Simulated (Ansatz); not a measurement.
# H5CClO: the cost of one run

All numbers below are computed with Ansatz 0.2.0 (DFT PBE+D3(BJ), plane waves, PAW, scalar-relativistic, no spin polarisation).

### 1 The starting structure

The cell holds 32 atoms (C4H20Cl4O4): a = 7.873 Å, b = 7.873 Å, c = 7.873 Å, α = 90.00°, β = 90.00°, γ = 90.00°.

Its coordinates follow in the input file.

### 2 Preparing the start

File input.yaml:

```yaml
accuracy: low
crystal:
  lattice:
    - [7.872994, 0.0, 0.0]
    - [0.0, 7.872994, 0.0]
    - [0.0, 0.0, 7.872994]
  atoms:
    - { symbol: C, position: [0.2330061, 0.6849115, 0.0608046] }
    - { symbol: Cl, position: [0.3687162, 0.7201062, 0.2377448] }
    - { symbol: H, position: [0.2605637, 0.7793235, -0.0362989] }
    - { symbol: H, position: [0.2560043, 0.5579652, 0.011228] }
    - { symbol: H, position: [0.1016145, 0.696482, 0.1020902] }
    - { symbol: C, position: [0.6620814, 0.4194922, 0.8042834] }
    - { symbol: Cl, position: [0.5651872, 0.3894591, 1.0059595] }
    - { symbol: H, position: [0.6387675, 0.5490604, 0.7622037] }
    - { symbol: H, position: [0.7979903, 0.3973312, 0.8161061] }
    - { symbol: H, position: [0.6072013, 0.3299745, 0.714412] }
    - { symbol: C, position: [0.0182094, 0.0630571, 0.4360448] }
    - { symbol: Cl, position: [0.0165325, 0.2577979, 0.3218655] }
    - { symbol: H, position: [-0.0885814, -0.0142021, 0.3944648] }
    - { symbol: H, position: [0.1370076, -0.0028204, 0.410564] }
    - { symbol: H, position: [0.0072007, 0.0901962, 0.5711166] }
    - { symbol: C, position: [0.6643314, 0.9691278, 0.7822851] }
    - { symbol: Cl, position: [0.742933, 1.0426132, 0.9807427] }
    - { symbol: H, position: [0.6985292, 1.0601395, 0.6840531] }
    - { symbol: H, position: [0.720804, 0.8460808, 0.7544931] }
    - { symbol: H, position: [0.526842, 0.9573916, 0.7900977] }
    - { symbol: O, position: [0.3613385, 0.7228238, 0.6582629] }
    - { symbol: H, position: [0.3809365, 0.7888803, 0.5563448] }
    - { symbol: H, position: [0.2950754, 0.6268069, 0.6192143] }
    - { symbol: O, position: [0.8632332, 0.5882248, 0.2505626] }
    - { symbol: H, position: [0.902711, 0.4978556, 0.1770115] }
    - { symbol: H, position: [0.7708323, 0.537045, 0.3136304] }
    - { symbol: O, position: [0.1136619, 0.1263189, 0.8508206] }
    - { symbol: H, position: [0.1437819, 0.2254183, 0.7844359] }
    - { symbol: H, position: [0.1292567, 0.032421, 0.7728794] }
    - { symbol: O, position: [0.8888954, 0.6225005, 0.5941078] }
    - { symbol: H, position: [0.9545081, 0.5234357, 0.5622331] }
    - { symbol: H, position: [0.781619, 0.6071449, 0.5358771] }
basis:
  ecutwfc: 420.0
kpoints:
  mp_grid: { grid: [1, 1, 1] }
hamiltonian:
  xc: pbe
  dispersion: d3bj
scf:
  occupations: { method: fermi_dirac, width: 0.05 }
  lower_state_search: "off"
relax:
  f_tol: 0.3
  max_steps: 15
  adjacent_minimum: "off"
```

The run is started by

```
$ ansatz run input.yaml --threads 1 --pin off --max-ram 3072MiB --backend cpu --events-out ev --progress --plain --runs-dir out
```

What time and memory should one allow on 1 thread of Arm Neoverse V2, shared host?

About 36 s, with a peak of 0.46 GiB.
